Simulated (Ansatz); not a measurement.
# LuAs: properties at the relaxed cell

One table from this session's results is given with a row withheld; the runs are named, their logs left out.

Method: DFT PBEsol, scalar-relativistic, plane waves, PAW, in Ansatz 0.2.0.

1 further run of the same task is left out (set aside as unsound or not needed).

## The starting structure

Symmetry: Fm-3m, No. 225, cubic system. Conventional cell: a = 5.610 Å, b = 5.610 Å, c = 5.610 Å, α = 90.00°, β = 90.00°, γ = 90.00°. Around Lu (site symmetry m-3m) lie 6 As at 2.80 Å. As (site symmetry m-3m) has 6 Lu at 2.80 Å as nearest neighbours.

Coordinates:

```cif
data_structure
_symmetry_space_group_name_H-M 'P 1'
_symmetry_Int_Tables_number 1
_cell_length_a 3.9666
_cell_length_b 3.9666
_cell_length_c 3.9666
_cell_angle_alpha 60.000
_cell_angle_beta 60.000
_cell_angle_gamma 60.000
_cell_volume 44.13
loop_
_atom_site_label
_atom_site_type_symbol
_atom_site_fract_x
_atom_site_fract_y
_atom_site_fract_z
_atom_site_occupancy
Lu1 Lu 0.50000 0.50000 0.50000 1
As1 As 0.00000 0.00000 0.00000 1
```

It goes back to an entry of the Materials Project, which need not be the stable form.

It is the result of an earlier relaxation at this level (volume 22.07 Å³/atom; gap on the mesh: none (metal)).

The first run:

The input, input.yaml:

```yaml
crystal:
  lattice:
    - [0.0, 2.8048356508, 2.8048356508]
    - [2.8048356508, 0.0, 2.8048356508]
    - [2.8048356508, 2.8048356508, 0.0]
  atoms:
    - { symbol: Lu, position: [0.5, 0.5, 0.5] }
    - { symbol: As, position: [0.0, 0.0, 0.0] }
basis:
  ecutwfc: 420
kpoints:
  mp_grid: { grid: [12, 12, 12] }
  band_path:
    path:
      - [[0.0, 0.0, 0.0], [0.5, 0.0, 0.5], [0.625, 0.25, 0.625]]
      - [[0.375, 0.375, 0.75], [0.0, 0.0, 0.0], [0.5, 0.5, 0.5], [0.5, 0.25, 0.75], [0.5, 0.0, 0.5]]
    npoints: 14
hamiltonian:
  xc: pbesol
scf:
  occupations: { method: gaussian, width: 0.1 }
  n_extra_bands: 6
output:
  forces: true
  stress: true
  eigenvalues: true
  populations: true
  dos: { projected: true, de: 0.02, nscf_kmesh: { grid: [18, 18, 18] } }
  bader: true
```

Command:

```
ansatz run input.yaml --threads 1 --pin off --max-ram 2560MiB --backend cpu --events-out ev --progress --plain --runs-dir out
```

Steps of the session up to this table: Bands, states and charges; The cell as listed, for comparison; Volume × 0.97; The cell scaled to 1.03 of its volume; Point at V/V0 = 0.94; Point at V/V0 = 1.06; The cell scaled to 0.91 of its volume; Point at V/V0 = 1.10; Point at V/V0 = 0.88.

One table of the session follows, with a row left open; its other results are not shown here.

It belongs to the step «Fit of the equation of state». 

| volume (Å³/atom) | energy above the lowest point (meV/atom) | pressure (GPa) |
| --- | --- | --- |
| 19.418 | 105.3 | 14.09 |
| 20.080 | ? | ? |
| 20.742 | 23.7 | 6.02 |
| 21.404 | 5.7 | 2.80 |
| 22.066 | 0.0 | 0.00 |
| 22.728 | 5.1 | -2.41 |
| 23.390 | 19.5 | -4.48 |
| 24.273 | 50.8 | -6.79 |

Q: Estimate the row for volume (Å³/atom) = 20.080 from the others.

Worked estimate for «energy above the lowest point (meV/atom)». A straight line through the neighbours (19.418, 105.3) and (20.742, 23.7) gives 105.3 + (23.7 − 105.3) × (20.080 − 19.418) / (20.742 − 19.418) = 64.5; a parabola fitted to 3 rows on both sides gives 56.9.

The run gave: energy above the lowest point (meV/atom): 56.2; pressure (GPa): 9.76. In «energy above the lowest point (meV/atom)» the line misses by +8.3 and the parabola by +0.7.
